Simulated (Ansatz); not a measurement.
**Li2Pd: pressure against volume**

One table from this session's results is given with a row withheld; the runs are named, their logs left out.

Computed with Ansatz 0.2.0 (DFT LDA, scalar-relativistic, unless a step's input says otherwise).

**Starting point**

The structure is hexagonal, space group P6/mmm (No. 191). Conventional cell: a = 4.227 Å, b = 4.227 Å, c = 2.732 Å, α = 90.00°, β = 90.00°, γ = 120.00°. Li (site symmetry -6m2) is surrounded by 5 Li at 2.44 to 2.73 Å and 6 Pd at 2.80 Å. Pd (site symmetry 6/mmm) has 2 Pd at 2.73 Å and 12 Li at 2.80 Å in its first shell of neighbours.

As a file:

```cif
data_structure
_symmetry_space_group_name_H-M 'P6/mmm'
_symmetry_Int_Tables_number 191
_cell_length_a 4.2267
_cell_length_b 4.2267
_cell_length_c 2.7319
_cell_angle_alpha 90.000
_cell_angle_beta 90.000
_cell_angle_gamma 120.000
_cell_volume 42.27
loop_
_atom_site_label
_atom_site_type_symbol
_atom_site_symmetry_multiplicity
_atom_site_Wyckoff_symbol
_atom_site_fract_x
_atom_site_fract_y
_atom_site_fract_z
_atom_site_occupancy
Li1 Li 2 d 0.33333 0.66667 0.50000 1
Pd1 Pd 1 a 0.00000 0.00000 0.00000 1
```

The file gives the conventional cell by its symmetry; the runs use the cell typed in the input.

Atoms are numbered in the order of the input: Li1, Li2, Pd3.

Set-up of the first run:

File input.yaml:

```yaml
crystal:
  lattice:
    - [4.1695756117, 0.0, 0.0]
    - [-2.0847878059, 3.6109584028, 0.0]
    - [0.0, 0.0, 2.6949779064]
  atoms:
    - { symbol: Li, position: [0.3333333333, 0.6666666667, 0.5] }
    - { symbol: Li, position: [0.6666666667, 0.3333333333, 0.5] }
    - { symbol: Pd, position: [0.0, 0.0, 0.0] }
kpoints:
  mp_grid: { grid: [11, 11, 15] }
  band_path:
    path:
      - [0.0, 0.0, 0.0]
      - [0.5, 0.0, 0.0]
      - [0.3333333333, 0.3333333333, 0.0]
      - [0.0, 0.0, 0.0]
      - [0.0, 0.0, 0.5]
      - [0.5, 0.0, 0.5]
      - [0.3333333333, 0.3333333333, 0.5]
      - [0.0, 0.0, 0.5]
      - [0.5, 0.0, 0.5]
    npoints: 5
scf:
  occupations: { method: fermi_dirac, width: 0.08 }
hamiltonian:
  xc: lda
  pseudopotentials: { kind: all_electron, lapw: { basis_error: 0.0005 } }
output:
  forces: true
  stress: true
  eigenvalues: true
```

On the command line:

```console
> ansatz run input.yaml --threads 1 --pin off --max-ram 4096MiB --backend cpu --events-out ev --progress --plain --runs-dir out
```

Among the steps run: Volume × 0.96, LAPW; Volume × 0.96, PAW; Volume × 0.96, crystal datasets; Volume × 0.99, LAPW; Volume × 0.99, PAW; Volume × 0.99, crystal datasets; Volume × 1.02, LAPW; Volume × 1.02, PAW; Volume × 1.02, crystal datasets; Volume × 1.06, LAPW; Volume × 1.06, PAW; Volume × 1.06, crystal datasets.

One of the session's tables, all rows but one given; the rest of the session is left out.

| method | volume (Å³/atom) | pressure (GPa) |
| --- | --- | --- |
| LAPW | 13.525 | -3.01 |
| LAPW | 13.948 | -4.50 |
| LAPW | 14.371 | -5.75 |
| LAPW | 14.934 | -7.10 |
| PAW | 13.525 | -3.02 |
| PAW | 13.948 | -4.51 |
| PAW | 14.371 | -5.75 |
| PAW | 14.934 | ? |
| crystal datasets | 13.525 | -3.01 |
| crystal datasets | 13.948 | -4.50 |
| crystal datasets | 14.371 | -5.75 |
| crystal datasets | 14.934 | -7.10 |

**Question.** Estimate the row for PAW, 14.934.

**Answer.** pressure (GPa): -7.09. In the column «pressure (GPa)» it lies between crystal datasets, 14.934 (-7.10) and LAPW, 14.371 (-5.75).

Limits of these values: Warnings in the runs' records: gradients without spin orbit, crystal datasets made, printed levels off.
